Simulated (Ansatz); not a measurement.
# BBi: a single-point run

Wanted: a converged single-point run for BBi, and a check of what comes out. The structure is shown as the input types it. The cell is built on a prototype (CsCl type) and needn't be the phase found in nature.

Program: Ansatz 0.2.0. Level of theory: density functional or hybrid calculation with the settings of its input, plane waves (as first typed). These are calculated values, not measurements.

7 further runs of the same task are left out: 5 for a known fault of the program, 1 that didn't finish, 1 set aside as unsound or not needed.

**1. The system as given**

Symmetry: Pm-3m, No. 221, cubic system. Conventional cell: a = 3.370 Å, b = 3.370 Å, c = 3.370 Å, α = 90.00°, β = 90.00°, γ = 90.00°. Around B (site symmetry m-3m) lie 8 Bi at 2.92 Å. Bi (site symmetry m-3m) has 8 B at 2.92 Å as nearest neighbours.

The input asks for a charge of -1 e on the cell.

Structure file:

```cif
data_structure
_symmetry_space_group_name_H-M 'P 1'
_symmetry_Int_Tables_number 1
_cell_length_a 3.3701
_cell_length_b 3.3701
_cell_length_c 3.3701
_cell_angle_alpha 90.000
_cell_angle_beta 90.000
_cell_angle_gamma 90.000
_cell_volume 38.28
loop_
_atom_site_label
_atom_site_type_symbol
_atom_site_fract_x
_atom_site_fract_y
_atom_site_fract_z
_atom_site_occupancy
B1 B 0.00000 0.00000 0.00000 1
Bi1 Bi 0.50000 0.50000 0.50000 1
```

**2. Input and run**

Contents of input.yaml:

```yaml
crystal:
  lattice:
    - [3.3701290311, 0.0, 0.0]
    - [0.0, 3.3701290311, 0.0]
    - [0.0, 0.0, 3.3701290311]
  atoms:
    - { symbol: B, position: [0.0, 0.0, 0.0] }
    - { symbol: Bi, position: [0.5, 0.5, 0.5] }
kpoints:
  mp_grid: { grid: [6, 6, 6] }
hamiltonian:
  xc: pbe
scf:
  occupations: { method: fermi_dirac, width: 0.02 }
  n_extra_bands: 4
  max_iter: 82
output:
  forces: true
  stress: true
  eigenvalues: true
total_charge: -1
```

Run with:

```
ansatz run input.yaml --threads 4 --pin off --max-ram 3686MiB --backend cpu --events-out ev --progress --plain --runs-dir out
```

**Question.** How will this run end, and is anything wrong with its input?

This run ends as converged. That alone doesn't make the input a sound one.

Look at the input: total_charge is -1. The typed charge changes the electron count, so this is no longer the system that was meant.

The test: delete total_charge (the default then holds).
